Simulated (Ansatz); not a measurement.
# CH2BClOS: two geometries relaxed

Are the two ends of the rotation by 180° about the B3–S4 bond separate minima, and which lies lower? Each is relaxed from a guess. SMILES of the start: O=CB(S)Cl.

Program: Ansatz 0.2.0. Level of theory: RKS r2SCAN/def2-SVP. These are calculated values, not measurements.

## (1) Starting point

Bond lengths: O1–C2 1.153 Å, C2–B3 1.562 Å, B3–S4 1.966 Å, B3–Cl5 1.832 Å, C2–H6 1.083 Å, S4–H7 1.441 Å. Angles: O1–C2–B3 119.7°, O1–C2–H6 118.9°, B3–C2–H6 121.4°, C2–B3–S4 118.2°, C2–B3–Cl5 122.7°, S4–B3–Cl5 119.1°, B3–S4–H7 88.7°.

Structure file:

```xyz
7

O    -1.4309    1.3603    0.7747
C    -0.4769    0.7135    0.7947
B     0.0572    0.0791   -0.5295
S     1.7160   -0.9740   -0.4513
Cl   -0.7552    0.3429   -2.1500
H     0.0326    0.5624    1.7384
H     0.9184   -2.1523   -0.2227
```

## (2) Relaxing end A

input.yaml reads:

```yaml
crystal:
  periodic: [false, false, false]
  atoms:
    - { symbol: O, position_ang: [-1.4309, 1.3603, 0.7747] }
    - { symbol: C, position_ang: [-0.4769, 0.7135, 0.7947] }
    - { symbol: B, position_ang: [0.0572, 0.0791, -0.5295] }
    - { symbol: S, position_ang: [1.716, -0.974, -0.4513] }
    - { symbol: Cl, position_ang: [-0.7552, 0.3429, -2.15] }
    - { symbol: H, position_ang: [0.0326, 0.5624, 1.7384] }
    - { symbol: H, position_ang: [0.9184, -2.1523, -0.2227] }
basis:
  gaussian: { orbitals: def2-SVP }
hamiltonian:
  xc: r2scan
relax:
  f_tol: 0.015
  max_steps: 40
```

The run is started by

```bash
> ansatz run input.yaml --threads 2 --pin off --max-ram 3072MiB --backend cpu --events-out ev --progress --plain --runs-dir out
```

The log of the run, cut to the lines that bear on the results:

```text
Warning: RAYON_NUM_THREADS=2 ignored (pool sized by the plan → 2); use --threads N
[...]
Functional definition: r2SCAN
[...]
971 factors; their error is unknown
[...]
mean field -27137.15798956 eV, -997.2721618898 hartree, gradient 4.0e-5 eV, S^2 0.000000; 0 other end points of the search recorded, 0 dependent functions left out
[...]
reference -27137.15799682 eV, -997.2721621567 hartree; 27, 27 occupied and 61, 61 virtual orbitals, 971 factors
relax step   1: F+E_penalty+E_count = -27137.15798956 eV  Δ(F+E_penalty+E_count) = +0.000e0 eV  max|allowed force component| = 5.663e0 eV/Å  Δτ_max = 0.0000 Å  (29 SCF iters, accepted)
[...]
relax step   4: F+E_penalty+E_count = -27137.73753284 eV  Δ(F+E_penalty+E_count) = -5.428e-2 eV  max|allowed force component| = 4.796e-1 eV/Å  Δτ_max = 0.0545 Å  (31 SCF iters, accepted)
[...]
relax step   7: F+E_penalty+E_count = -27137.96967563 eV  Δ(F+E_penalty+E_count) = -1.302e-1 eV  max|allowed force component| = 1.375e0 eV/Å  Δτ_max = 0.1966 Å  (38 SCF iters, accepted)
[...]
relax step  10: F+E_penalty+E_count = -27138.41272932 eV  Δ(F+E_penalty+E_count) = -1.052e-1 eV  max|allowed force component| = 1.029e0 eV/Å  Δτ_max = 0.1937 Å  (37 SCF iters, accepted)
[...]
relax step  12: F+E_penalty+E_count = -27138.45956459 eV  Δ(F+E_penalty+E_count) = -1.406e-2 eV  max|allowed force component| = 6.360e-2 eV/Å  Δτ_max = 0.0509 Å  (31 SCF iters, accepted)
[...]
relax step  13: F+E_penalty+E_count = -27138.46009533 eV  Δ(F+E_penalty+E_count) = -5.307e-4 eV  max|allowed force component| = 1.421e-2 eV/Å  Δτ_max = 0.0096 Å  (33 SCF iters, accepted)
971 factors; their error is unknown
mean field -27138.46009533 eV, -997.3200133943 hartree, gradient 9.4e-6 eV, S^2 0.000000; 1 other end points of the search recorded, 0 dependent functions left out
[...]
reference -27138.46010248 eV, -997.3200136570 hartree; 27, 27 occupied and 61, 61 virtual orbitals, 971 factors
Total energy: -27138.46010248 eV, -997.3200136570 hartree
Atom 0 at    -1.368524     1.673414     0.687571 Å, force    -0.004583     0.001623    -0.008256 eV/Å
Atom 1 at    -0.483454     0.855013     0.820944 Å, force     0.002063     0.004386     0.011316 eV/Å
Atom 2 at    -0.021413    -0.133427    -0.354782 Å, force    -0.006018    -0.001262    -0.014206 eV/Å
Atom 3 at     1.294198    -1.274797     0.057479 Å, force     0.009584    -0.012200    -0.006397 eV/Å
Atom 4 at    -0.790083    -0.059246    -1.924302 Å, force    -0.003430     0.008071     0.011788 eV/Å
Atom 5 at     0.056229     0.764116     1.810371 Å, force    -0.001836    -0.000624    -0.002454 eV/Å
Atom 6 at     1.374248    -1.893173    -1.142980 Å, force     0.004219     0.000005     0.008209 eV/Å
Dipole moment:     0.406640    -0.447221    -0.093769 e Å
```

Run time: 42 s. Hardware: 2 threads of Arm Neoverse V1, shared host; peak memory 0.19 GiB.

The steps of the relaxation:

| step | energy from step 1 (eV) | largest force component (eV/Å) |
| --- | --- | --- |
| 1 | 0.0000 | 5.6634 |
| 2 | -0.5253 | 1.1402 |
| 3x | -0.4699 | 1.5257 |
| 4 | -0.5795 | 0.4796 |
| 5 | -0.6081 | 0.3175 |
| 6 | -0.6815 | 0.7301 |
| 7 | -0.8117 | 1.3752 |
| 8 | -0.9984 | 0.9119 |
| 9 | -1.1495 | 1.0690 |
| 10 | -1.2547 | 1.0293 |
| 11 | -1.2875 | 0.4499 |
| 12 | -1.3016 | 0.0636 |
| 13 | -1.3021 | 0.0142 |

Step 1 is the start. 1 step was tried and not accepted (marked x).

After: Bond lengths: O1–C2 1.213 Å, C2–B3 1.604 Å, B3–S4 1.790 Å, B3–Cl5 1.749 Å, C2–H6 1.131 Å, S4–H7 1.353 Å. Angles: O1–C2–B3 123.1°, O1–C2–H6 119.9°, B3–C2–H6 117.0°, C2–B3–S4 115.8°, C2–B3–Cl5 120.3°, S4–B3–Cl5 123.8°, B3–S4–H7 97.5°.

## (3) Relaxing end B

The second end starts from a geometry with the move made by hand.

input.yaml, as its differences from that of step 2:

```diff
@@ -9,3 +9,3 @@
     - { symbol: H, position_ang: [0.0326, 0.5624, 1.7384] }
-    - { symbol: H, position_ang: [0.9184, -2.1523, -0.2227] }
+    - { symbol: H, position_ang: [2.45842, 0.23933, -0.6825] }
 basis:
```

The run is started by

```bash
> ansatz run input.yaml --threads 2 --pin off --max-ram 3072MiB --backend cpu --events-out ev --progress --plain --runs-dir out
```

The log of the run, cut to the lines that bear on the results:

```text
Warning: RAYON_NUM_THREADS=2 ignored (pool sized by the plan → 2); use --threads N
[...]
Functional definition: r2SCAN
[...]
971 factors; their error is unknown
[...]
mean field -27137.15612054 eV, -997.2720932049 hartree, gradient 3.9e-5 eV, S^2 0.000000; 0 other end points of the search recorded, 0 dependent functions left out
[...]
reference -27137.15612779 eV, -997.2720934713 hartree; 27, 27 occupied and 61, 61 virtual orbitals, 971 factors
relax step   1: F+E_penalty+E_count = -27137.15612054 eV  Δ(F+E_penalty+E_count) = +0.000e0 eV  max|allowed force component| = 5.639e0 eV/Å  Δτ_max = 0.0000 Å  (29 SCF iters, accepted)
[...]
relax step   5: F+E_penalty+E_count = -27137.72618352 eV  Δ(F+E_penalty+E_count) = +5.180e-3 eV  max|allowed force component| = 5.490e-1 eV/Å  Δτ_max = 0.0997 Å  (31 SCF iters, rejected (line search))
[...]
mean field -27138.46013529 eV, -997.3200148628 hartree, gradient 9.4e-6 eV, S^2 0.000000; 1 other end points of the search recorded, 0 dependent functions left out
[...]
reference -27138.46014243 eV, -997.3200151255 hartree; 27, 27 occupied and 61, 61 virtual orbitals, 971 factors
Total energy: -27138.46014243 eV, -997.3200151255 hartree
Atom 0 at    -1.707376     1.173933     0.795425 Å, force     0.013853    -0.007244    -0.001799 eV/Å
Atom 1 at    -0.600476     0.681726     0.858176 Å, force    -0.005248     0.001293    -0.000658 eV/Å
Atom 2 at     0.267812     0.316121    -0.441107 Å, force    -0.003634     0.002084     0.005181 eV/Å
Atom 3 at     1.886845    -0.381062    -0.127640 Å, force     0.000208     0.000000     0.000880 eV/Å
Atom 4 at    -0.378507     0.604324    -2.040340 Å, force    -0.000223     0.001123     0.003649 eV/Å
Atom 5 at    -0.136704     0.462025     1.865794 Å, force    -0.003559     0.003129    -0.006321 eV/Å
Atom 6 at     2.269627    -0.533537    -1.415809 Å, force    -0.001398    -0.000385    -0.000931 eV/Å
Dipole moment:     0.546327    -0.238656    -0.138155 e Å
```

Wall time 61 s (2 threads of Arm Neoverse V1, shared host); peak memory 0.19 GiB.

Relaxation path:

| step | energy from step 1 (eV) | largest force component (eV/Å) |
| --- | --- | --- |
| 1 | 0.0000 | 5.6392 |
| 2 | -0.5147 | 1.1879 |
| 3x | -0.2814 | 2.5980 |
| 4 | -0.5752 | 0.6142 |
| 5x | -0.5701 | 0.5490 |
| 6 | -0.5970 | 0.1456 |
| 7 | -0.6071 | 0.1522 |
| 8 | -0.6320 | 0.1977 |
| 9 | -0.6905 | 0.6964 |
| 10 | -0.8080 | 0.8610 |
| 11 | -0.9424 | 1.2442 |
| 12 | -1.0893 | 1.2908 |
| 13 | -1.2588 | 0.5382 |
| 14 | -1.2741 | 0.7153 |
| 15 | -1.2811 | 0.5081 |
| 16 | -1.2980 | 0.1550 |
| 17 | -1.3035 | 0.0442 |
| 18 | -1.3038 | 0.0737 |
| 19 | -1.3040 | 0.0139 |

Step 1 is the start. 2 steps were tried and not accepted (marked x).

After: Bond lengths: O1–C2 1.213 Å, C2–B3 1.605 Å, B3–S4 1.790 Å, B3–Cl5 1.749 Å, C2–H6 1.131 Å, S4–H7 1.352 Å. Angles: O1–C2–B3 123.0°, O1–C2–H6 119.9°, B3–C2–H6 117.1°, C2–B3–S4 115.9°, C2–B3–Cl5 120.2°, S4–B3–Cl5 124.0°, B3–S4–H7 97.6°.

## (4) Outcome

| quantity | value |
| --- | --- |
| end A | 11 moves, 1.302 eV lower |
| end B | 16 moves, 1.304 eV lower |
| largest difference between the ends | 0.02 Å |
| end B relative to end A | -0.000 eV |

In words: The two relaxations end at one structure, within 0.02 Å: no second minimum was found from this start, which doesn't rule one out.
